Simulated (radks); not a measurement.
# Polarisabilities and dispersion coefficients of He, Li⁺, Be²⁺ and others

The task here is to estimate one member of a computed series from the others.

The numbers are computed with radks (a radial shooting solver on a logarithmic mesh, Libxc functionals) version 1 (non-relativistic Kohn-Sham, LB94 model potential, spin-unpolarised, spherical densities, point nucleus), except any that are marked as measured or tabulated.

### The atom as given

```
species : He ([He]), Li⁺ ([He]), Be²⁺ ([He]), B³⁺ ([He]), C⁴⁺ ([He]), N⁵⁺ ([He]), O⁶⁺ ([He]), F⁷⁺ ([He]), Ne⁸⁺ ([He])
```

LB94 adds a gradient term to the LDA potential that gives it a −1/r tail. It is a model potential with no energy functional, so Etot and Exc are not given.

Set-up of the first run:

Input:

```text
Z 2
configuration [He]
relativity non-relativistic
functional lda,pw
model_potential LB94
spin unpolarised
nucleus point
response adiabatic LDA kernel
```

Among the steps run: He, [He]; Li⁺, [He]; Be²⁺, [He]; B³⁺, [He]; C⁴⁺, [He]; N⁵⁺, [He]; O⁶⁺, [He]; F⁷⁺, [He]; Ne⁸⁺, [He].

One table of the session follows, with a row left open; its other results are not shown here.

| species | −ε(HOMO) (eV) | α (bohr³) | α uncoupled (bohr³) | C6 (hartree bohr⁶) | C8 (hartree bohr⁸) |
| --- | --- | --- | --- | --- | --- |
| He | 23.160 | 1.390 | 1.524 | 1.468 | 14.70 |
| Li⁺ | 72.201 | 0.1985 | 0.2124 | 0.08167 | 0.2795 |
| Be²⁺ | 148.30 | 0.05391 | 0.05684 | 0.01171 | 0.01990 |
| B³⁺ | ? | ? | ? | ? | ? |
| C⁴⁺ | 381.96 | 0.009193 | 0.009533 | 0.0008344 | 0.0005589 |
| N⁵⁺ | 539.55 | 0.004762 | 0.004914 | 0.0003115 | 0.0001474 |
| O⁶⁺ | 724.34 | 0.002707 | 0.002783 | 0.0001321 | 4.646e-05 |
| F⁷⁺ | 936.32 | 0.001651 | 0.001692 | 6.184e-05 | 1.692e-05 |
| Ne⁸⁺ | 1175.5 | 0.001063 | 0.001087 | 3.171e-05 | 7.026e-06 |

Q: Estimate the row for B³⁺ from the others.

**Answer.** −ε(HOMO) (eV): 251.55; α (bohr³): 0.02021; α uncoupled (bohr³): 0.02110; C6 (hartree bohr⁶): 0.002704; C8 (hartree bohr⁸): 0.002737. In the column «−ε(HOMO) (eV)» it lies between Be²⁺ (148.30) and C⁴⁺ (381.96).

Uncoupled leaves out the potential induced by the response; He is the most polarisable and Ne⁸⁺ the least, a factor 1308 apart. C8 is given only where no p, d or f shell is open.
